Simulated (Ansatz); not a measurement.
# TiNb3: the cost of one run

Method: DFT PBE, scalar-relativistic, plane waves, PAW, in Ansatz 0.2.0.

1 further run of the same task is left out (it didn't finish).

## (1) The starting structure

It takes space group Pm-3m (No. 221, cubic). Conventional cell: a = 3.930 Å, b = 3.930 Å, c = 3.930 Å, α = 90.00°, β = 90.00°, γ = 90.00°. Around Ti (site symmetry m-3m) lie 12 Nb at 2.78 Å. Around Nb (site symmetry 4/mmm) lie 4 Ti at 2.78 Å and 8 Nb at 2.78 Å.

Coordinates:

```cif
data_structure
_symmetry_space_group_name_H-M 'Pm-3m'
_symmetry_Int_Tables_number 221
_cell_length_a 3.9303
_cell_length_b 3.9303
_cell_length_c 3.9303
_cell_angle_alpha 90.000
_cell_angle_beta 90.000
_cell_angle_gamma 90.000
_cell_volume 60.71
loop_
_atom_site_label
_atom_site_type_symbol
_atom_site_symmetry_multiplicity
_atom_site_Wyckoff_symbol
_atom_site_fract_x
_atom_site_fract_y
_atom_site_fract_z
_atom_site_occupancy
Ti1 Ti 1 a 0.00000 0.00000 0.00000 1
Nb1 Nb 3 c 0.00000 0.50000 0.50000 1
```

This is candidate A: Cu3Au (L1_2) type (Pm-3m, No. 221).

(A quick probe on a coarse mesh, which set the mesh and smearing, is not shown.)

## (3) Coarse relaxation (candidate A)

File input.yaml:

```yaml
crystal:
  lattice:
    - [3.9302728843, 0.0, 0.0]
    - [0.0, 3.9302728843, 0.0]
    - [0.0, 0.0, 3.9302728843]
  atoms:
    - { symbol: Ti, position: [0.0, 0.0, 0.0] }
    - { symbol: Nb, position: [0.0, 0.5, 0.5] }
    - { symbol: Nb, position: [0.5, 0.0, 0.5] }
    - { symbol: Nb, position: [0.5, 0.5, 0.0] }
basis:
  ecutwfc: 420
kpoints:
  mp_grid: { grid: [4, 4, 4] }
hamiltonian:
  xc: pbe
scf:
  occupations: { method: gaussian, width: 0.1 }
  lower_state_search: "off"
output:
  forces: true
  stress: true
  eigenvalues: true
relax:
  adjacent_minimum: "off"
  f_tol: 0.04
  max_steps: 70
  cell: { stress_tol: 0.4 }
```

Command:

```console
$ ansatz run input.yaml --threads 1 --pin off --max-ram 2560MiB --backend cpu --events-out ev --progress --plain --runs-dir out
```

What time and memory should one allow on 1 thread of Intel Xeon 6975P-C (Granite Rapids), shared host?

About 4.1 s, with a peak of 0.37 GiB.
